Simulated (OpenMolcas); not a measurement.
# Pd²⁺ among point charges: CASSCF levels and susceptibility

How does a field of 6 point charges split the states of Pd²⁺, and what χT follows?

Method: state-averaged CASSCF, spin-orbit coupling by RASSI with atomic mean-field integrals. Code: OpenMolcas 26.06.

1 further run of the same task is left out (set aside as unsound or not needed).

## Step 1: The atom as given

```
Species                           : Pd²⁺ (palladium, Z = 46, 44 electrons)
Basis                             : ANO-RCC-VDZP [6s5p3d1f], 43 functions
Scalar Hamiltonian                : DKH2, point nucleus
Inactive shells                   : 1s 2s 2p 3s 3p 3d 4s 4p
Active space                      : 8 electrons in 5 orbitals (4d)
Some configurations of this space : 4d8
Orbitals                          : optimised for each spin and parity, averaged over all roots
```

The outer shells:

4d8
```
4d [↑↓][↑↓][↑↓][↑ ][↑ ]
```

The ion sits among 6 point charges of -1 e arranged as a tetragonal octahedron (D4h), 1.8 Å from the ion, with the axial distance 1.746 Å.

Each step is its own input file, run in one work folder so that later steps find the files of earlier ones. Labels, J, g values, rates, χT and fits are worked out afterwards by a script from the matrices that RASSI stores. The input lists half of the charges; inversion (Group=XYZ) makes the rest.

## Step 2: Basis and integrals

File a.inp:

```
&GATEWAY
Coord
1

Pd 0.0 0.0 0.0
Basis=ANO-RCC-VDZP
Group=XYZ
NoMove
AngMom=0.0 0.0 0.0
AMFI
XField
3 Angstrom 0
1.800000 0.000000 0.000000 -1.000000
0.000000 1.800000 0.000000 -1.000000
0.000000 0.000000 1.746000 -1.000000
&SEWARD
```

The run is started by

```sh
$ OMP_NUM_THREADS=1 MOLCAS_MEM=1689 MOLCAS_PROJECT=a pymolcas a.inp > a.log
```

## Step 3: CASSCF: triplets of even parity, 10 roots

File a.inp:

```
&RASSCF
FileOrb=start.orb
Symmetry=1
Spin=3
nActEl=8 0 0
Inactive=9 9
Ras2=5 0
CIRoot=10 10 1
SDav=10
CIMx=300
Iter=120 100
PrWF=0.3
OrbListing=Nothing
MaxOrb=0
>>> COPY $Project.JobIph JOB001
```

start.orb holds the contracted functions of the basis, ordered by shell, or the orbitals of the step before.

## Step 4: CASSCF: singlets of even parity, 15 roots

File a.inp:

```
&RASSCF
FileOrb=start.orb
Symmetry=1
Spin=1
nActEl=8 0 0
Inactive=9 9
Ras2=5 0
CIRoot=15 15 1
SDav=15
CIMx=300
Iter=120 100
PrWF=0.3
OrbListing=Nothing
MaxOrb=0
>>> COPY $Project.JobIph JOB002
```

## Step 5: State interaction with spin-orbit coupling

File a.inp:

```
&RASSI
NrOfJobIphs=2 10 15
1 2 3 4 5 6 7 8 9 10
1 2 3 4 5 6 7 8 9 10 11 12 13 14 15
IphNames
JOB001
JOB002
EJob
SpinOrbit
DIPRint=1.0
SOCoupling=1000.0
Subsets=2
Property=9
'ANGMOM' 1 'ANGMOM' 2 'ANGMOM' 3 'MLTPL  1' 1 'MLTPL  1' 2 'MLTPL  1' 3
'AMFI' 1 'AMFI' 2 'AMFI' 3
SOProperty=3
'ANGMOM' 1 'ANGMOM' 2 'ANGMOM' 3
```

Before running it: what results should come out? Wanted: spin-free ground state; first state of the same spin within the active space; lowest level; next level.

As calculated:

| quantity | value |
| --- | --- |
| method | CASSCF |
| spin-free ground state | 3B1, 1-fold in its orbital part |
| first state of the same spin within the active space | 3E at 6660 cm⁻¹ |
| lowest level | 2-fold E, g = 0.00, 0.00, 5.34 |
| next level | 13.1 cm⁻¹ |
| χT at 300 K | 1.80 cm³ K/mol |
| effective moment at 300 K | 3.79 μB |

What this shows: The spin-free ground state (3B1) comes to 100 % from free-ion F terms and keeps the highest spin of the shell. χT at 300 K is 1.80, against 1.00 cm³ K/mol for the spin alone, so orbital moment adds to it. The field of point charges can differ much from that of real complexes. Point charges carry no covalency, so the field is a model and not that of real ligands.
